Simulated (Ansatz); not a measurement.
# H6OSeSi: the cost of one run

Computed with Ansatz 0.2.0, Gaussian basis. Level: PBE0-D4, def2-SVP first, then def2-TZVP.

152 further runs of the same task are left out: 152 set aside as unsound or not needed.

## (1) The system as given

The guess: 9 atoms, charge 0, spin multiplicity 1.

Atoms are counted from 1 here; the program's logs count them from 0.

Bond lengths: Si1–H3 1.450 Å, Si1–H4 1.441 Å, Si1–O5 1.591 Å, O5–H8 0.960 Å, Se7–H9 1.412 Å. Angles: H3–Si1–H4 125.5°, H3–Si1–O5 100.2°, H4–Si1–O5 121.3°, Si1–O5–H8 124.6°.

Coordinates:

```mol
H6OSeSi
  3D, bonds by distance, orders not assigned

  9  5  0  0  0  0  0  0  0  0999 V2000
   -0.8394   -0.5295    0.4896 Si  0  0
    0.7294   -1.4697   -0.4043 H   0  0
   -1.7205   -1.5222   -0.0931 H   0  0
   -0.2045   -0.6279    1.7800 H   0  0
   -1.5764    0.8037    0.0319 O   0  0
    1.4943   -1.0084   -0.5376 H   0  0
    1.7505    1.1163   -0.0212 Se  0  0
   -1.2036    1.6851    0.1065 H   0  0
    1.5702    1.5527   -1.3518 H   0  0
  1  3  8  0
  1  4  8  0
  1  5  8  0
  5  8  8  0
  7  9  8  0
M  END
```

Distances that are to change: Si1–Se7 3.11 Å, H2–H6 0.90 Å, Si1–H2 2.04 Å, H6–Se7 2.20 Å.

## (2) Constrained relaxation of the guess

Contents of hold/in.yaml:

```yaml
crystal:
  periodic: [false, false, false]
  atoms:
    - {symbol: Si, position_ang: [-0.839400, -0.529500, 0.489600]}
    - {symbol: H, position_ang: [0.729400, -1.469700, -0.404300]}
    - {symbol: H, position_ang: [-1.720500, -1.522200, -0.093100]}
    - {symbol: H, position_ang: [-0.204500, -0.627900, 1.780000]}
    - {symbol: O, position_ang: [-1.576400, 0.803700, 0.031900]}
    - {symbol: H, position_ang: [1.494300, -1.008400, -0.537600]}
    - {symbol: Se, position_ang: [1.750500, 1.116300, -0.021200]}
    - {symbol: H, position_ang: [-1.203600, 1.685100, 0.106500]}
    - {symbol: H, position_ang: [1.570200, 1.552700, -1.351800]}
basis:
  gaussian: {orbitals: def2-SVP}
hamiltonian: {xc: pbe0, dispersion: d4}
relax: {f_tol: 0.04, max_steps: 150, escape_saddle: false, constraints: [{distance: [0, 6]}, {distance: [1, 5]}, {distance: [0, 1]}, {distance: [5, 6]}]}
```

Launch:

```bash
$ ansatz run in.yaml --threads 4 --pin off --events-out ev --progress --plain --max-ram 9574MiB
```

**Question.** How long does this run take on 4 threads of Arm Neoverse V1, shared host?

About 21 s.
